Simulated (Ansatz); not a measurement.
This script for a comparison of dispersion corrections of C4H7B, SMILES CBC#CC with the Ansatz DFT code, driven from Python holds a mistake.

Script `c4h7b.py`:
```python
# -*- coding: utf-8 -*-
"""Dispersion corrections for C4H7B."""

import ansatz as az

system = (
    az.Crystal.molecule()
    .atom("C", (2.3539, 0.6967, 0.1996))
    .atom("B", (1.4447, -0.543, -0.1938))
    .atom("C", (-0.084, -0.4262, -0.1379))
    .atom("C", (-1.2849, -0.3334, -0.0937))
    .atom("C", (-2.7425, -0.2205, -0.0398))
    .atom("H", (2.1296, 1.5509, -0.4723))
    .atom("H", (2.1497, 0.9896, 1.2502))
    .atom("H", (3.4237, 0.421, 0.0972))
    .atom("H", (1.9431, -1.5596, -0.5309))
    .atom("H", (-3.0645, -0.0863, 1.0133))
    .atom("H", (-3.2005, -1.1431, -0.4517))
    .atom("H", (-3.0682, 0.6538, -0.6402))
)

setup = (
    system.calculation()
    .basis(gaussian="def2-SVP")
    .spin("collinear", total=2)
)
for name in ["pbe", "blyp"]:
    for correction in ("d3bj", "d4"):
        summary = setup.functional(name, dispersion=correction).run(threads=1).report
        print(f"{name:8s} {correction:5s} total {summary['free_energy_ev']:.5f} eV, of which dispersion {1000 * summary['dispersion']['energy']['ev']:.2f} meV")
```

```console
$ python c4h7b.py
pbe      d3bj  total -4922.78064 eV, of which dispersion -198.22 meV
pbe      d4    total -4922.76681 eV, of which dispersion -184.38 meV
blyp     d3bj  total -4927.37065 eV, of which dispersion -414.58 meV
blyp     d4    total -4927.36687 eV, of which dispersion -410.80 meV
```

The script ran to its end, but the result can't be trusted. Why?

The fault: the spin state is higher than the ground state's. The correction:

```diff
--- before
+++ after
@@ -21,7 +21,3 @@
 
-setup = (
-    system.calculation()
-    .basis(gaussian="def2-SVP")
-    .spin("collinear", total=2)
-)
+setup = system.calculation().basis(gaussian="def2-SVP")
 for name in ["pbe", "blyp"]:
```

The mended script runs so:

Running `python c4h7b.py` prints:
```text
pbe      d3bj  total -4926.36541 eV, of which dispersion -198.22 meV
pbe      d4    total -4926.35158 eV, of which dispersion -184.38 meV
blyp     d3bj  total -4931.03397 eV, of which dispersion -414.58 meV
blyp     d4    total -4931.03019 eV, of which dispersion -410.80 meV
```

Reading the output:
- Total energies depend on the basis set; only differences at equal settings carry meaning.
- The geometry is a force-field or estimated start, not a minimum of this method, and the basis set is short of its limit. D4 holds the three-body term, and d3bj doesn't.
- Run time: 9 s on 1 thread of Arm Neoverse V2, with other jobs on the host, peak memory 0.18 GiB.
